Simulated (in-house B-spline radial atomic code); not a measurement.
# Ru⁸⁺: ionisation energy by several methods

One table from this session's results is given with a row withheld; the runs are named, their logs left out.

Program: in-house B-spline radial atomic code version 1. Level of theory: scalar-relativistic (X2C), several functionals, spin-polarised; spherical all-electron atom at the radial basis limit. These are calculated values, not measurements, unless marked.

### What is computed

| Item | Value |
| --- | --- |
| element | ruthenium (Z = 44) |
| charge | +8 |
| electrons | 36 |
| configuration | [Ar] 3d10 4s2 4p6 |
| nucleus | Fermi, rms radius 4.481 fm |

Outer shells as boxes (Hund's rule):

[Ar] 3d10 4s2 4p6
```
[Ar] core
3d [↑↓][↑↓][↑↓][↑↓][↑↓]
4s [↑↓]
4p [↑↓][↑↓][↑↓]
```

Where spins are not typed, each open shell is filled with up spins first.

Set-up of the first run:

The run's settings:

```ini
Z = 44
electrons = 36.0
configuration = [Ar] 3d10 4s2 4p6
hamiltonian = x2c
method = r2scan
spin_polarised = True
nucleus = fermi
rms_radius = 4.4809
mass_number = 102
atomic_mass = 101.904340312
speed_of_light = 137.035999084
```

Among the steps run: r2SCAN, a meta-GGA; PW91, a GGA; LDA (VWN5); RPBE, a GGA.

One of the session's tables, all rows but one given; the rest of the session is left out.

| method | ΔSCF (eV) |
| --- | --- |
| LDA (VWN5) | ? |
| PW91 | 179.58 |
| RPBE | 179.43 |
| r2SCAN | 180.25 |

Q: Estimate the row for LDA (VWN5) from the others.

As computed: ΔSCF (eV): 179.66. In the column «ΔSCF (eV)» it lies between PW91 (179.58) and r2SCAN (180.25).
